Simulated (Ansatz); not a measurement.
# C₂H₁₀Ga₂O₂: a ladder of functionals and wavefunction methods

One table from this session's results is given with a row withheld; the runs are named, their logs left out.

The runs use Ansatz 0.2.0, Gaussian basis; functionals in def2-TZVPP, the program's frozen cores in correlated methods.

Plan: LDA (SPW92), PBE-D4, revPBE-D4, BLYP-D4, r2SCAN-D4, B97M-V, PBE0-D4, B3LYP-D4, r2SCANh-D4, r2SCAN0-D4, HSE06-D4, BHLYP-D4, CAM-B3LYP-D4, LC-ωPBE, ωB97X-V, ωB97M-V, B2PLYP, PBE-QIDH; CCSD(T)/def2-SVP; CCSD(T)/def2-TZVPP; MP2/def2-QZVPP; extrapolation to the limit; RPA on PBE.

1 further run of the same task is left out (it didn't finish).

**The relaxed structure**

An earlier PBE0-D4 in a triple-zeta def2 set relaxation fixed the geometry.

SMILES `[CH3][Ga@H-]1[OH+][Ga@@H-]([CH3])[OH+]1`, 16 atoms, charge 0, spin multiplicity 1.

Atoms are counted from 1 here; the program's logs count them from 0.

Bond lengths: C1–Ga2 1.956 Å, C1–H7 1.092 Å, C1–H8 1.092 Å, C1–H9 1.092 Å, Ga2–O3 1.973 Å, Ga2–O6 1.972 Å, Ga2–H10 1.572 Å, O3–Ga4 1.972 Å, O3–H11 0.959 Å, Ga4–C5 1.956 Å, Ga4–O6 1.973 Å, Ga4–H12 1.572 Å, C5–H13 1.092 Å, C5–H14 1.092 Å, C5–H15 1.092 Å, O6–H16 0.959 Å. Angles: Ga2–C1–H7 111.0°, Ga2–C1–H8 111.1°, Ga2–C1–H9 110.1°, H7–C1–H8 108.0°, H7–C1–H9 108.3°, H8–C1–H9 108.3°, C1–Ga2–O3 108.3°, C1–Ga2–O6 108.3°, C1–Ga2–H10 130.4°, O3–Ga2–O6 83.2°, O3–Ga2–H10 108.3°, O6–Ga2–H10 108.3°, Ga2–O3–Ga4 96.7°, Ga2–O3–H11 113.8°, Ga4–O3–H11 113.8°, O3–Ga4–C5 108.3°, O3–Ga4–O6 83.2°, O3–Ga4–H12 108.3° and more.

The first run:

The input, in.yaml:

```yaml
crystal:
  periodic: [false, false, false]
  atoms:
    - {symbol: C, position_ang: [-0.139872, -2.441822, 0.230990]}
    - {symbol: Ga, position_ang: [1.185120, -1.109494, -0.312742]}
    - {symbol: O, position_ang: [0.301242, 0.194288, -1.500054]}
    - {symbol: Ga, position_ang: [0.132818, 1.639333, -0.168087]}
    - {symbol: C, position_ang: [-1.722707, 1.693024, 0.448750]}
    - {symbol: O, position_ang: [1.130494, 0.381299, 0.977719]}
    - {symbol: H, position_ang: [-0.353117, -3.137570, -0.583233]}
    - {symbol: H, position_ang: [0.214320, -3.021390, 1.086049]}
    - {symbol: H, position_ang: [-1.072635, -1.949939, 0.513804]}
    - {symbol: H, position_ang: [2.670043, -1.288804, -0.796247]}
    - {symbol: H, position_ang: [0.823032, 0.434436, -2.268582]}
    - {symbol: H, position_ang: [1.102701, 2.805538, -0.580668]}
    - {symbol: H, position_ang: [-2.083030, 0.680967, 0.643396]}
    - {symbol: H, position_ang: [-2.372317, 2.149219, -0.301168]}
    - {symbol: H, position_ang: [-1.813095, 2.271651, 1.370438]}
    - {symbol: H, position_ang: [1.997015, 0.699284, 1.239623]}
basis:
  gaussian: {orbitals: def2-TZVPP}
hamiltonian: {xc: lda}
output: {orbitals: {seedname: orbitals}}
```

On the command line:

```sh
> ansatz run in.yaml --threads 2 --pin off --events-out ev --progress --plain --max-ram 22528MiB --backend cuda --devices 0, --max-vram 18GiB
```

Steps of the session up to this table: LDA; PBE-D4 (GGA); revPBE-D4 (GGA); BLYP-D4 (GGA); r2SCAN-D4 (meta-GGA); B97M-V (meta-GGA); PBE0-D4 (hybrid); B3LYP-D4 (hybrid); r2SCANh-D4 (hybrid); r2SCAN0-D4 (hybrid); HSE06-D4 (hybrid); BHLYP-D4 (hybrid); CAM-B3LYP-D4 (range-separated); LC-ωPBE (range-separated); ωB97X-V (range-separated); ωB97M-V (range-separated); B2PLYP (double hybrid); PBE-QIDH (double hybrid).

One of the session's tables, all rows but one given; the rest of the session is left out.

It belongs to the step «Frontier levels by functional». 

```
  functional  HOMO (eV)  gap (eV)
 LDA (SPW92)      -6.58      5.41
      PBE-D4      -6.48      5.56
   revPBE-D4      -6.43      5.65
     BLYP-D4      -6.37      5.51
   r2SCAN-D4          ?         ?
      B97M-V      -6.87      6.11
     PBE0-D4      -7.75      7.65
    B3LYP-D4      -7.54      7.16
  r2SCANh-D4      -7.23      7.02
  r2SCAN0-D4      -7.94      8.10
    HSE06-D4      -7.34      6.88
    BHLYP-D4      -8.93      9.54
CAM-B3LYP-D4      -9.12      9.85
     LC-ωPBE     -10.48     12.43
     ωB97X-V     -10.13     11.88
     ωB97M-V      -9.98     11.40
```

Estimate the missing values for r2SCAN-D4.

Worked estimate for «HOMO (eV)». Against the share of exact exchange, r2SCANh-D4 (0.1, -7.23), r2SCAN0-D4 (0.25, -7.94) give a slope of -4.73 per unit share; at 0 the line stands at -6.76.

The run gave: HOMO (eV): -6.76; gap (eV): 6.29. In «HOMO (eV)» the line misses by 0.00.
